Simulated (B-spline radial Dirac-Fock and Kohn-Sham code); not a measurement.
# Inner shells of Si

What does theory give for the free silicon atom? The session works out its photoionisation cross sections.

Method: a free atom or ion on a radial basis; each step names its model; computed with B-spline radial Dirac-Fock and Kohn-Sham code, version 5.

## 1. The system

Neutral silicon, configuration [Ne] 3s2 3p2.

```
nuclear charge     : 14
electrons          : 14
mass number        : 28
nuclear rms radius : 3.1224 fm
```

Outer shells as boxes (Hund's rule, for the drawing alone; heavy ions are jj-coupled, and the calculation averages over the configuration):

```
[Ne] core
3s [↑↓]
3p [↑ ][↑ ][  ]
```

## 2. Subshell cross sections

Model: independent-particle photoionisation: Dirac-Hartree-Slater potential of the initial state with a Latter tail for bound and continuum orbitals, all multipoles (length form near threshold, velocity form far above), thresholds from Dirac-Fock Delta-SCF.

Input, one item of task.json (shells as n, l, occupation):

```json
{
  "Z": 14,
  "q": 0,
  "cfg": [[1, 0, 2], [2, 0, 2], [2, 1, 6], [3, 0, 2], [3, 1, 2]],
  "A": 28,
  "rrms": 3.1224,
  "tag": "ground",
  "do": ["photo", "binding", "quiet"],
  "hv": [25.8, 41.6, 43.4, 59.9, 92.0, 166.0, 447.0, 526.0, 1210.0, 1900.0, 2050.0, 2240.0, 2650.0, 2940.0, 8210.0, 8350.0, 9500.0, 25500.0, 32900.0, 45300.0, 64200.0, 83300.0, 100000.0, 113000.0],
  "s": [0, 0.05, 0.1, 0.15, 0.2, 0.25, 0.3, 0.35, 0.4, 0.45, 0.5, 0.6, 0.7, 0.8, 0.9, 1.0, 1.1, 1.2, 1.4, 1.6, 1.8, 2.0, 2.5, 3.0, 3.5, 4.0, 5.0, 6.0],
  "pz": [0, 0.1, 0.2, 0.3, 0.4, 0.5, 0.6, 0.8, 1.0, 1.2, 1.4, 1.6, 1.8, 2.0, 2.5, 3.0, 4.0, 5.0, 7.0, 10.0, 15.0, 20.0, 30.0, 40.0, 60.0, 100.0],
  "hv_scatter": [1000, 2000, 5000, 8047.8, 10000, 17479.3, 20000, 30000, 50000, 100000, 200000, 500000, 1000000],
  "holes": ["K", "L1", "L2", "L3", "M1", "M2", "M3", "M4", "M5", "N1", "N2", "N3", "N4", "N5", "N6", "N7"]
}
```

The run is started by

```
$ python xray_run.py task.json out
```

**Question.** What will these runs give?

The runs gave:

```
                       quantity                       value
             total at 1210.0 eV                     44.5 kb
strongest subshell at 1210.0 eV  L1 (2s), 20.9 kb, β = 2.00
```

What this shows: At 1210.0 eV, L1 (2s) gives 47 % of the photoabsorption; at 113000 eV the K shell gives 93 %. Under 200 eV, coupling between channels can change such values by tens of per cent. The Hartree-Fock and Dirac-Fock values hold no electron correlation.
